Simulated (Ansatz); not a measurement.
Relaxation of a periodic cell of 17 atoms, Ta$_{16}$H (host Ta, host structure bcc, interstitial H), to a largest force component of 0.03 eV/Å in at most 60 steps.

Computed with DFT PBE, scalar-relativistic, plane waves, PAW (Ansatz 0.2.0). Settings: cutoff 420 eV, k mesh 3x3x3, gaussian smearing 0.1 eV, no spin polarisation.

```xyz
17
Lattice="6.6200 0.0000 0.0000 0.0000 6.6200 0.0000 0.0000 0.0000 6.6200" Properties=species:S:1:pos:R:3
Ta 0.000 0.000 0.000
Ta 3.310 0.000 0.000
Ta 0.000 3.310 0.000
Ta 0.000 0.000 3.310
Ta 1.655 1.655 1.655
Ta 3.310 3.310 0.000
Ta 3.310 0.000 3.310
Ta 4.965 1.655 1.655
Ta 0.000 3.310 3.310
Ta 1.655 4.965 1.655
Ta 1.655 1.655 4.965
Ta 3.310 3.310 3.310
Ta 4.965 4.965 1.655
Ta 4.965 1.655 4.965
Ta 1.655 4.965 4.965
Ta 4.965 4.965 4.965
H 1.701 -0.029 0.786
```

Task: Where does it end, and by what steps?

Result: The forces met the threshold. The force dipped under the threshold on the way, but the program's further checks kept it going. Limits of this set-up: coarse k mesh, odd electron count without spin. After 4 steps the energy has fallen by 0.199 eV; Ta2 moved furthest, 0.07 Å.

```tsv
step	energy less start (eV)	largest force component (eV/Å)	accepted
0	0.0000	1.495	yes
1	0.0880	1.021	no
2	-0.1932	0.205	yes
3	-0.1995	0.013	yes
4	-0.1995	0.013	yes
```

```xyz
17
Lattice="6.6200 0.0000 0.0000 0.0000 6.6200 0.0000 0.0000 0.0000 6.6200" Properties=species:S:1:pos:R:3
Ta -0.056 -0.002 -0.039
Ta 3.372 -0.002 -0.039
Ta 0.006 3.308 0.005
Ta -0.003 -0.002 3.320
Ta 1.658 1.712 1.689
Ta 3.310 3.308 0.005
Ta 3.318 -0.002 3.320
Ta 4.968 1.650 1.646
Ta 0.014 3.308 3.315
Ta 1.658 4.904 1.689
Ta 1.658 1.659 4.950
Ta 3.301 3.308 3.315
Ta 4.968 4.966 1.646
Ta 4.968 1.642 4.955
Ta 1.658 4.958 4.950
Ta 4.968 4.974 4.955
H 1.658 -0.002 0.824
```

Whether the end is a true minimum wasn't checked by a vibrational analysis.

Run time: 41 s on 4 threads of Intel(R) Xeon(R) Platinum 8259CL CPU @ 2.50GHz (Skylake/Cascade Lake) (shared host), peak memory 1.2 GiB.
